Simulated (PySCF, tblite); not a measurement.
**C6H11O2P: infrared bands and NMR shifts**

What infrared bands and NMR shifts should C6H11O2P (`COC1=C(C)[P@H](=O)CC1`) show?

The runs use tblite 0.8.0 and PySCF 2.14.0, with density-fitted response routines of our own; the level of theory stands in each step. All values are computed, except where a source is named. Atoms are numbered from 0 throughout.

**1. The molecule as given**

20 atoms, charge 0, multiplicity 1; geometry from: GFN2-xTB.

Bonds of the start (Å): C0–O1 1.41, O1–C2 1.36, C2–C3 1.34, C3–C4 1.49, C3–P5 1.80, P5–O6 1.46, P5–C7 1.84, C7–C8 1.53, C8–C2 1.51, C0–H9 1.09, C0–H10 1.09, C0–H11 1.09, C4–H12 1.09, C4–H13 1.09, C4–H14 1.09, P5–H15 1.40, C7–H16 1.09, C7–H17 1.09, C8–H18 1.09, C8–H19 1.09.

**2. Harmonic vibrations with GFN2-xTB**

The job: settings as JSON, then the geometry in Å.

```
{"job": {"kind": "ir", "xc": "GFN2-xTB", "basis": "xTB"}, "charge": 0, "multiplicity": 1}
C      2.686915    -0.630703    -0.487915
O      1.770316     0.307468     0.027035
C      0.440233     0.058890    -0.056211
C     -0.447319     0.877872     0.530846
C     -0.154788     2.082280     1.359791
P     -2.124364     0.327470     0.189248
O     -3.120853     0.352154     1.260395
C     -1.570067    -1.303647    -0.445269
C     -0.108995    -1.105833    -0.848254
H      3.668619    -0.175873    -0.363498
H      2.657980    -1.572149     0.069685
H      2.515812    -0.829735    -1.549711
H     -0.237852     2.992301     0.764719
H      0.851240     2.027860     1.769382
H     -0.882328     2.141901     2.168783
H     -2.541300     1.028072    -0.949304
H     -1.655249    -1.992942     0.400108
H     -2.185208    -1.688016    -1.258270
H      0.469641    -2.014810    -0.669544
H     -0.037581    -0.871882    -1.915051
```

**Question.** This job is followed by: GIAO PBE0/pcSseg-1 NMR shielding, non-relativistic, gas phase. What will the session give for the following? strongest single infrared mode (GFN2-xTB); zero-point energy (GFN2-xTB); ¹³C shifts against TMS (PBE0/pcSseg-1); ¹H shifts against TMS (PBE0/pcSseg-1, means over atoms taken as alike); ¹⁷O shifts against H2O (PBE0/pcSseg-1); ³¹P shifts against H3PO4 (PBE0/pcSseg-1).

**Answer**, as computed:

| quantity | value |
| --- | --- |
| strongest single infrared mode (GFN2-xTB) | 2228 cm⁻¹, 261 km/mol |
| zero-point energy (GFN2-xTB) | 99.9 kcal/mol |
| ¹³C shifts against TMS (PBE0/pcSseg-1) | 169.7, 113.5, 56.1, 30.1, 26.0, 9.3 ppm |
| ¹H shifts against TMS (PBE0/pcSseg-1, means over atoms taken as alike) | 8.08, 3.88, 2.63, 2.26, 2.06, 1.91, 1.75 ppm |
| ¹⁷O shifts against H2O (PBE0/pcSseg-1) | 116.9, 101.7 ppm |
| ³¹P shifts against H3PO4 (PBE0/pcSseg-1) | 6.5 ppm |

No mode is imaginary among the 54: a minimum at this level. The strongest single mode, at 2228 cm⁻¹, moves mainly H15. GFN2-xTB is a fitted tight-binding method: band positions and strengths are rough. Its intensities can rank the bands wrongly. The most deshielded carbon is C2 (alkene carbon bearing oxygen), at 169.7 ppm: an sp2 carbon further deshielded by the attached heteroatom. At PBE0/pcSseg-1: The widest tensor belongs to P5: span 322 ppm, with a paramagnetic part of -652 ppm.
